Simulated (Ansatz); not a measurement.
# FGe2H5: the cost of one run

Computed with Ansatz 0.2.0, Gaussian basis. Level: the settings change from run to run.

## 1. The relaxed structure

The structure was relaxed beforehand with PBE0-D4 in a triple-zeta def2 set.

SMILES `[F][GeH2][GeH3]`, 8 atoms, charge 0, spin multiplicity 1.

Atoms are counted from 1 here; the program's logs count them from 0.

Bond lengths: F1–Ge2 1.750 Å, Ge2–Ge3 2.424 Å, Ge2–H4 1.539 Å, Ge2–H5 1.539 Å, Ge3–H6 1.534 Å, Ge3–H7 1.537 Å, Ge3–H8 1.534 Å. Angles: F1–Ge2–Ge3 106.5°, F1–Ge2–H4 105.5°, F1–Ge2–H5 105.5°, Ge3–Ge2–H4 114.0°, Ge3–Ge2–H5 114.0°, H4–Ge2–H5 110.5°, Ge2–Ge3–H6 109.8°, Ge2–Ge3–H7 109.0°, Ge2–Ge3–H8 109.7°, H6–Ge3–H7 109.2°, H6–Ge3–H8 109.8°, H7–Ge3–H8 109.3°.

## 2. PBE0-DH/cc-pVTZ-DK

in.yaml

```yaml
crystal:
  periodic: [false, false, false]
  atoms:
    - {symbol: F, position_ang: [-1.946315, 1.164451, -0.521584]}
    - {symbol: Ge, position_ang: [-0.399940, 0.498761, -0.998600]}
    - {symbol: Ge, position_ang: [0.529394, -0.564590, 0.971939]}
    - {symbol: H, position_ang: [-0.709970, -0.475314, -2.148961]}
    - {symbol: H, position_ang: [0.420918, 1.695247, -1.511311]}
    - {symbol: H, position_ang: [0.723821, 0.477555, 2.080966]}
    - {symbol: H, position_ang: [1.890307, -1.182711, 0.613160]}
    - {symbol: H, position_ang: [-0.416014, -1.670497, 1.458692]}
basis:
  gaussian: {orbitals: cc-pVTZ-DK}
hamiltonian: {xc: {name: PBE0-DH}}
output: {forces: true}
```

Started as:

```sh
ansatz run in.yaml --threads 4 --pin off --events-out ev --progress --plain --max-ram 10444MiB
```

Q: Estimate wall time and peak memory on 4 threads of Arm Neoverse V2, shared host.

About 7.5 s, with a peak of 0.61 GiB.
